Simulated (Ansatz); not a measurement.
# Ga₂PH+ (doublet): wave-function methods side by side, cc-pVDZ

Aim: climb from Hartree-Fock through coupled cluster and multireference methods for Ga₂PH+ (doublet) at one geometry and basis, and see what each rung misses.

Computed with Ansatz 0.2.0, Gaussian basis. Level: cc-pVDZ, core rule «outside noble gas», up to 33 orbitals frozen.

To be run: UHF; CCSD(T) on ROHF; CCSD(T) on UHF; BCCD(T) on ROHF; CISD as a restricted active space (open shells left free, so some higher excitations enter); CCSDT(Q) on ROHF; CCSDT(Q) on UHF; CASSCF and MRCISD+Q, 9 electrons in 9 orbitals; CASSCF and NEVPT2, 9 electrons in 9 orbitals.

16 further runs of the same task are left out: 7 that didn't finish, 9 set aside as unsound or not needed. Runs told in other sessions of the task aren't counted.

**1. The system**

The geometry is a PBE0/def2-TZVP stationary point (not a proven minimum) of the parent state, kept for this charge and spin. No spin-orbit coupling is included. The filled d shell of Ga may be among the frozen orbitals whatever the setting's name suggests.

4 atoms, charge 1, spin multiplicity 2.

Atoms are counted from 1 here; the program's logs count them from 0.

Bond lengths: Ga1–P3 2.384 Å, Ga2–P3 2.096 Å, Ga2–H4 1.548 Å. Angles: P3–Ga2–H4 177.0°, Ga1–P3–Ga2 95.5°.

**2. UHF**

Input file in.yaml:

```yaml
crystal:
  periodic: [false, false, false]
  atoms:
    - {symbol: Ga, position_ang: [0.000000, 0.266084, 1.711450]}
    - {symbol: Ga, position_ang: [0.000000, 0.262906, -1.608935]}
    - {symbol: P, position_ang: [0.000000, -1.233398, -0.141295]}
    - {symbol: H, position_ang: [0.000000, 1.309756, -2.749404]}
basis:
  gaussian: {orbitals: cc-pVDZ}
total_charge: 1
magnetization: {spin_polarized: true, initial_magnetization: 1}
hamiltonian: {xc: hf}
output: {orbitals: {seedname: orbitals}}
```

Launch:

```console
$ ansatz run in.yaml --threads 1 --pin off --events-out ev --progress --plain --max-ram 2393MiB
```

Further steps of the session: CCSD(T) on ROHF; CCSD(T) on UHF; BCCD(T) on ROHF; CISD as a restricted active space (open shells left free, so some higher excitations enter); CCSDT(Q) on ROHF; CCSDT(Q) on UHF; CASSCF and MRCISD+Q, 9 electrons in 9 orbitals; CASSCF and NEVPT2, 9 electrons in 9 orbitals.

**Question.** What will the summary of the whole plan be? Wanted: UCCSDT(Q) from the RHF energy; RMP2 from UCCSDT(Q); UMP2 from UCCSDT(Q); RCCSD from UCCSDT(Q); RCCSD(T) from UCCSDT(Q); UCCSD(T) from UCCSDT(Q); RCCSDT(Q) from UCCSDT(Q); NEVPT2 frontier from UCCSDT(Q); MRCISD+Q frontier from UCCSDT(Q).

As calculated:

| quantity | value |
| --- | --- |
| UCCSDT(Q) from the ROHF energy | -6.5320 eV |
| RMP2 from UCCSDT(Q) | +26.40 kcal/mol |
| UMP2 from UCCSDT(Q) | +28.42 kcal/mol |
| RCCSD from UCCSDT(Q) | +8.44 kcal/mol |
| RCCSD(T) from UCCSDT(Q) | +1.55 kcal/mol |
| UCCSD(T) from UCCSDT(Q) | +1.52 kcal/mol |
| RCCSDT(Q) from UCCSDT(Q) | +0.16 kcal/mol |
| NEVPT2 frontier from UCCSDT(Q) | +28.40 kcal/mol |
| MRCISD+Q frontier from UCCSDT(Q) | +1.93 kcal/mol |
| levels within 1 kcal/mol (43 meV) | RCCSDT, UCCSDT, RCCSDT(Q) |
| T1 diagnostic | 0.028 |

What this shows: RCCSD(T) misses by +1.55 kcal/mol, 1.0 % of the correlation energy. Of the multireference levels listed MRCISD+Q frontier comes nearest in total energy (+1.93 kcal/mol), which doesn't show that its space is the better one. These misses are within one basis, not against nature; the frozen cores of restricted and unrestricted runs differ, which can shift their rows.
